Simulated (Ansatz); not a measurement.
# C2H4O2Si: one species, many methods

How much do the methods differ for C2H4O2Si? The plan is to run it at one geometry with functionals of several rungs and with coupled cluster. The yardstick is the atomisation energy at the CCSD(T) limit.

Program: Ansatz 0.2.0, Gaussian basis. Level of theory: functionals in def2-TZVPP, the program's frozen cores in correlated methods. These are calculated values, not measurements.

Levels to be run: LDA (SPW92), PBE-D4, revPBE-D4, BLYP-D4, r2SCAN-D4, B97M-V, PBE0-D4, B3LYP-D4, r2SCANh-D4, r2SCAN0-D4, HSE06-D4, BHLYP-D4, CAM-B3LYP-D4, LC-ωPBE, ωB97X-V, ωB97M-V, B2PLYP, PBE-QIDH; CCSD(T)/def2-SVP; CCSD(T)/def2-TZVPP; MP2/def2-QZVPP; extrapolation to the limit; RPA on PBE.

### Step 1. Structure used throughout

The geometry comes from an earlier relaxation with PBE0-D4 in a triple-zeta def2 set; it is a stationary point, not always the lowest conformer.

SMILES `O=C1CO[SiH2]1`, 9 atoms, charge 0, spin multiplicity 1.

Atoms are counted from 1 here; the program's logs count them from 0.

Bond lengths: O1–C2 1.189 Å, C2–C3 1.541 Å, C2–Si5 1.946 Å, C3–O4 1.432 Å, C3–H6 1.096 Å, C3–H7 1.096 Å, O4–Si5 1.672 Å, Si5–H8 1.486 Å, Si5–H9 1.486 Å. Angles: O1–C2–C3 130.2°, O1–C2–Si5 145.1°, C3–C2–Si5 84.7°, C2–C3–O4 99.1°, C2–C3–H6 112.4°, C2–C3–H7 112.3°, O4–C3–H6 111.7°, O4–C3–H7 111.7°, H6–C3–H7 109.4°, C3–O4–Si5 99.1°, C2–Si5–O4 77.0°, C2–Si5–H8 119.5°, C2–Si5–H9 119.4°, O4–Si5–H8 114.1°, O4–Si5–H9 114.1°, H8–Si5–H9 109.3°.

### Step 2. LDA

This LDA is Slater exchange with PW92 correlation.

Contents of in.yaml:

```yaml
crystal:
  periodic: [false, false, false]
  atoms:
    - {symbol: O, position_ang: [-1.277876, -0.164525, -1.805700]}
    - {symbol: C, position_ang: [-0.600494, -0.089188, -0.830859]}
    - {symbol: C, position_ang: [0.745065, 0.627462, -0.608886]}
    - {symbol: O, position_ang: [0.956018, 0.293170, 0.767557]}
    - {symbol: Si, position_ang: [-0.427708, -0.606419, 1.037668]}
    - {symbol: H, position_ang: [1.539949, 0.228949, -1.248853]}
    - {symbol: H, position_ang: [0.669176, 1.710518, -0.755543]}
    - {symbol: H, position_ang: [-0.168960, -2.028865, 1.381449]}
    - {symbol: H, position_ang: [-1.346771, -0.017502, 2.046167]}
basis:
  gaussian: {orbitals: def2-TZVPP}
hamiltonian: {xc: lda}
output: {orbitals: {seedname: orbitals}}
```

Run with:

```bash
$ ansatz run in.yaml --threads 2 --pin off --events-out ev --progress --plain --max-ram 4352MiB
```

Further steps of the session: PBE-D4 (GGA); revPBE-D4 (GGA); BLYP-D4 (GGA); r2SCAN-D4 (meta-GGA); B97M-V (meta-GGA); PBE0-D4 (hybrid); B3LYP-D4 (hybrid); r2SCANh-D4 (hybrid); r2SCAN0-D4 (hybrid); HSE06-D4 (hybrid); BHLYP-D4 (hybrid); CAM-B3LYP-D4 (range-separated); LC-ωPBE (range-separated); ωB97X-V (range-separated); ωB97M-V (range-separated); B2PLYP (double hybrid); PBE-QIDH (double hybrid); CCSD(T) in def2-SVP; CCSD(T) in def2-TZVPP; MP2 in def2-QZVPP; RPA on PBE orbitals.

Q: Predict the results of all the runs planned. Wanted: atomisation energy, CCSD(T)/CBS; farthest beyond LDA; mean size of error, GGA; mean size of error, meta-GGA; mean size of error, hybrid; mean size of error, range-separated; mean size of error, double hybrid; gap, smallest and largest; T1 diagnostic.

The runs gave:

| quantity | value |
| --- | --- |
| atomisation energy, CCSD(T)/CBS | 37.367 eV |
| functionals within 0.187 eV (0.5 %) | revPBE-D4, BLYP-D4, B97M-V, PBE0-D4, B3LYP-D4, HSE06-D4, CAM-B3LYP-D4, LC-ωPBE, ωB97M-V |
| farthest beyond LDA | BHLYP-D4 (-1.649 eV) |
| mean size of error, GGA | 0.494 eV |
| mean size of error, meta-GGA | 0.146 eV |
| mean size of error, hybrid | 0.482 eV |
| mean size of error, range-separated | 0.134 eV |
| mean size of error, double hybrid | 0.341 eV |
| gap, smallest and largest | 2.85 eV (LDA (SPW92)), 10.47 eV (LC-ωPBE) |
| T1 diagnostic | 0.0153 |
| triples share of the correlation energy | 4.1 % |

What this shows: LDA overbinds by 6.357 eV (17 %). PBE-D4 is off by +1.206 eV. Double hybrids carry the basis error of their MP2 part in triple zeta, and no dispersion term here, so their miss is partly the set-up's. The rungs range-separated, meta-GGA miss on average by less than the doubt on the reference (0.187 eV), so they tie. Misses under about 0.187 eV are within the doubt on the reference itself, which lacks core-valence correlation, relativity and higher excitations. Hartree-Fock recovers 69 % of the binding; the rest is correlation. CCSD(T) in def2-SVP is off by -2.317 eV, which most functionals beat. Orbital gaps span 2.8 to 10.5 eV; exact exchange widens them.
